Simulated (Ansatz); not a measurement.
# AlBrClH (built from SMILES [Cl][AlH][Br]): one structure at several levels

The atoms stand at a displaced guess of a reacting structure. How far do the functionals agree with CCSD(T) there?

Computed with Ansatz 0.2.0, Gaussian basis. Level: single points in def2-TZVPP.

Cores are frozen in the correlated methods. Filled d shells of the heavier atoms are correlated.

## 1. Starting geometry

4 atoms, charge 0, spin multiplicity 1.

Atoms are counted from 1 here; the program's logs count them from 0.

Bond lengths: Al1–Br2 2.911 Å, Al1–Cl4 2.043 Å. Angles: Br2–Al1–Cl4 112.9°.

Geometry (Å):

```mol
AlBrClH
  3D, bonds by distance, orders not assigned

  4  2  0  0  0  0  0  0  0  0999 V2000
   -0.5030    0.7475    0.0360 Al  0  0
    1.4718   -1.3898    0.1152 Br  0  0
    1.4157    0.5360   -0.6630 H   0  0
   -2.3867    0.1057    0.4965 Cl  0  0
  1  2  8  0
  1  4  8  0
M  END
```

## 2. CCSD(T)/def2-TZVPP

The input, run/in.yaml:

```yaml
crystal:
  periodic: [false, false, false]
  atoms:
    - {symbol: Al, position_ang: [-0.503000, 0.747500, 0.036000]}
    - {symbol: Br, position_ang: [1.471800, -1.389800, 0.115200]}
    - {symbol: H, position_ang: [1.415700, 0.536000, -0.663000]}
    - {symbol: Cl, position_ang: [-2.386700, 0.105700, 0.496500]}
basis:
  gaussian: {orbitals: def2-TZVPP}
correlation: {method: ccsd_t}
output: {forces: true}
```

No record of the launch command was kept for these runs.

## 3. PBE0-D4/def2-TZVPP

run/in.yaml: that of step 2 with these lines changed.

```diff
@@ -9,3 +9,3 @@
   gaussian: {orbitals: def2-TZVPP}
-correlation: {method: ccsd_t}
-output: {forces: true}
+hamiltonian: {xc: pbe0, dispersion: d4}
+output: {forces: true, orbitals: {seedname: orbitals}}
```

## 4. wB97M-V/def2-TZVPP

run/in.yaml: that of step 3 with these lines changed.

```diff
@@ -9,3 +9,3 @@
   gaussian: {orbitals: def2-TZVPP}
-hamiltonian: {xc: pbe0, dispersion: d4}
-output: {forces: true, orbitals: {seedname: orbitals}}
+hamiltonian: {xc: {name: wB97M-V}}
+output: {forces: true}
```

## 5. r2SCAN-D4/def2-TZVPP

run/in.yaml: that of step 4 with these lines changed.

```diff
@@ -9,3 +9,3 @@
   gaussian: {orbitals: def2-TZVPP}
-hamiltonian: {xc: {name: wB97M-V}}
+hamiltonian: {xc: r2scan, dispersion: d4}
 output: {forces: true}
```

## 6. PBE-D4/def2-TZVPP

run/in.yaml: that of step 5 with these lines changed.

```diff
@@ -9,3 +9,3 @@
   gaussian: {orbitals: def2-TZVPP}
-hamiltonian: {xc: r2scan, dispersion: d4}
+hamiltonian: {xc: pbe, dispersion: d4}
 output: {forces: true}
```

## 7. wB97X-V/def2-TZVPP

run/in.yaml: that of step 6 with these lines changed.

```diff
@@ -9,3 +9,3 @@
   gaussian: {orbitals: def2-TZVPP}
-hamiltonian: {xc: pbe, dispersion: d4}
+hamiltonian: {xc: {name: wB97X-V}}
 output: {forces: true}
```

## 8. r2SCAN0-D4/def2-TZVPP

run/in.yaml: that of step 7 with these lines changed.

```diff
@@ -9,3 +9,3 @@
   gaussian: {orbitals: def2-TZVPP}
-hamiltonian: {xc: {name: wB97X-V}}
+hamiltonian: {xc: {name: r2SCAN0}, dispersion: d4}
 output: {forces: true}
```

(Steps that only read results are left out.)

Q: Predict the outcome of this session. Wanted: energy less free atoms, CCSD(T)/def2-TZVPP; RMS force component; RMS force error; HOMO and LUMO, PBE0-D4; T1 diagnostic.

As calculated:

| quantity | value |
| --- | --- |
| energy less free atoms, CCSD(T)/def2-TZVPP | -176.4 kcal/mol |
| RMS force component | 1.059 to 1.124 eV/Å over the methods |
| RMS force error | PBE0-D4 0.093, wB97M-V 0.105, r2SCAN-D4 0.068, PBE-D4 0.151, wB97X-V 0.099, r2SCAN0-D4 0.098 eV/Å |
| HOMO and LUMO, PBE0-D4 | -6.80 and -3.39 eV |
| T1 diagnostic | 0.014 |

In words: Against CCSD(T) the functionals' energies less atoms differ by -19.5 to -3.6 kcal/mol, PBE-D4 by -19.5 kcal/mol. A larger basis would deepen the CCSD(T) value, while the functionals are nearly converged already, so the order here is not reliable. For forces r2SCAN-D4 does best and PBE-D4 worst. Frozen-core CCSD(T) forces in triple zeta carry basis errors of their own, and this is one geometry, so small gaps rank nothing. The restricted Hartree–Fock reference is unstable towards an unrestricted one at one or more of these structures.
